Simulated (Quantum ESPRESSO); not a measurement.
Wanted: the native input for a Quantum ESPRESSO 7.5 run.

| Item | Value |
| --- | --- |
| Task | work function |
| Functional | PBE |
| Potentials or basis | PseudoDojo 0.4.1 SR PBE standard |
| Cutoff | 1225 eV |
| Density cutoff | 4898 eV |
| k mesh | 11 × 11 × 1 |
| Occupations | fermi-dirac, width 0.05 eV |
| Spin | collinear spin, ferromagnetic start |
| Starting moments | [3.0] μB |
| Boundary across the vacuum | dipole |
| Tefield | yes |
| Dipfield | yes |
| Emaxpos | 0.7731 |
| Eopreg | 0.042 |
| Eamp | 0 |
| Mixing mode | local-TF |
| Mixing beta | 0.3 |
| Most SCF iterations | 150 |
| SCF threshold | 1e-09 Ry |

The system is Fe, a sheet with vacuum.

```
Fe
1.0
     2.31119    0.00000    0.00000
     0.00000    2.31119    0.00000
     0.00000    0.00000   23.80000
Fe
1
Direct
  0.00000 0.00000 0.29412
```

The cell was built by a generator and needn't be a form met in nature.

These files were run (other wordings do the same):

pw.in

```
&CONTROL
  calculation = 'scf'
  prefix = 'pwscf'
  outdir = './tmp'
  pseudo_dir = './pseudo'
  tprnfor = .true.
  disk_io = 'low'
  tefield = .true.
  dipfield = .true.
/
&SYSTEM
  ibrav = 0
  celldm(1) = 8
  nat = 1
  ntyp = 1
  ecutwfc = 90
  nbnd = 17
  occupations = 'smearing'
  smearing = 'fd'
  degauss = 0.00367493
  nspin = 2
  starting_magnetization(1) = 0.1875
  edir = 3
  emaxpos = 0.7731
  eopreg = 0.042
  eamp = 0
/
&ELECTRONS
  conv_thr = 1d-09
  electron_maxstep = 150
  mixing_beta = 0.3
  mixing_mode = 'local-TF'
/
ATOMIC_SPECIES
Fe    55.8450 Fe.upf
CELL_PARAMETERS alat
  0.5459395152467   0.0000000000000   0.0000000000000
  0.0000000000000   0.5459395152467   0.0000000000000
  0.0000000000000   0.0000000000000   5.6219352207617
ATOMIC_POSITIONS crystal
Fe     0.0000000000    0.0000000000    0.2941200000
K_POINTS automatic
11 11 1 0 0 0
```

pp_density.in

```
&INPUTPP
  prefix = 'pwscf'
  outdir = './tmp'
  filplot = 'density.dat'
  plot_num = 0
/
&PLOT
  nfile = 1
  filepp(1) = 'density.dat'
  iflag = 3
  output_format = 6
  fileout = 'density.cube'
/
```

pp_potential.in

```
&INPUTPP
  prefix = 'pwscf'
  outdir = './tmp'
  filplot = 'potential.dat'
  plot_num = 11
/
&PLOT
  nfile = 1
  filepp(1) = 'potential.dat'
  iflag = 3
  output_format = 6
  fileout = 'potential.cube'
/
```

pp_spin.in

```
&INPUTPP
  prefix = 'pwscf'
  outdir = './tmp'
  filplot = 'spin.dat'
  plot_num = 6
/
&PLOT
  nfile = 1
  filepp(1) = 'spin.dat'
  iflag = 3
  output_format = 6
  fileout = 'spin.cube'
/
```

pp_elf.in

```
&INPUTPP
  prefix = 'pwscf'
  outdir = './tmp'
  filplot = 'elf.dat'
  plot_num = 8
/
&PLOT
  nfile = 1
  filepp(1) = 'elf.dat'
  iflag = 3
  output_format = 6
  fileout = 'elf.cube'
/
```

Potentials or basis: PseudoDojo 0.4.1 SR PBE standard.

The run is started by

```sh
$ OMP_NUM_THREADS=1 mpirun -n 2 pw.x -nk 2 -in pw.in > pw.out
$ OMP_NUM_THREADS=1 mpirun -n 1 pp.x -in pp_density.in > pp_density.out
$ OMP_NUM_THREADS=1 mpirun -n 1 pp.x -in pp_potential.in > pp_potential.out
$ OMP_NUM_THREADS=1 mpirun -n 1 pp.x -in pp_spin.in > pp_spin.out
$ OMP_NUM_THREADS=1 mpirun -n 1 pp.x -in pp_elf.in > pp_elf.out
```

It gave:

| Property | Result |
| --- | --- |
| Band gap on the k mesh | none (metal or under the smearing width) |
| Net moment | 2.76 μB per cell |
| Absolute moment | 2.86 μB per cell |
| Site moments | Fe +2.67 μB |
| Valence electrons inside the program's atomic spheres | Fe 14.03 |
| Dipole across the slab | 0.00 D |
| Work function of the upper face | 4.66 eV |
| Work function of the lower face | 4.67 eV |

Run time: 5.2 min on 2 MPI ranks on Arm Neoverse V2, on a shared host, peak memory 0.76 GiB a rank.
